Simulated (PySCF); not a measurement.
# CH6AsBO: the cost of one run

Computed with PySCF 2.14.0 and routines of our own; the level stands in each step. Atoms count from 0.

### Step 1. The starting structure

10 atoms, charge 0, multiplicity 1; geometry from: GFN2-xTB.

### Step 2. Geometry optimisation at PBE0-D3(BJ)/def2-SVP

Job settings and geometry (Å):

```
{"job": {"xc": "PBE0", "basis": "def2-SVP", "d3": "d3bj", "grid": 1, "maxiter": 30, "shake": 0.01, "kind": "geom"}, "charge": 0, "multiplicity": 1}
C     -1.600380    -0.447020    -0.578200
O     -0.497810     0.301590    -0.164520
B      0.488820    -0.176220     0.552250
As     1.970560     1.172540     1.055080
H     -2.518400     0.049200    -0.187050
H     -1.672640    -0.389230    -1.675720
H     -1.565590    -1.462360    -0.243310
H      0.535960    -1.297420     0.920260
H      3.055560     0.329010     0.537000
H      1.854360     1.899000    -0.236870
```

Run with:

```console
> OMP_NUM_THREADS=1 python heavy_run.py task.json out
```

This one command runs all jobs of the session in turn.

Q: Estimate the wall time and peak memory of this first job on 1 thread of AMD EPYC 9R45, shared host.

About 11 s, with a peak of 0.43 GiB.
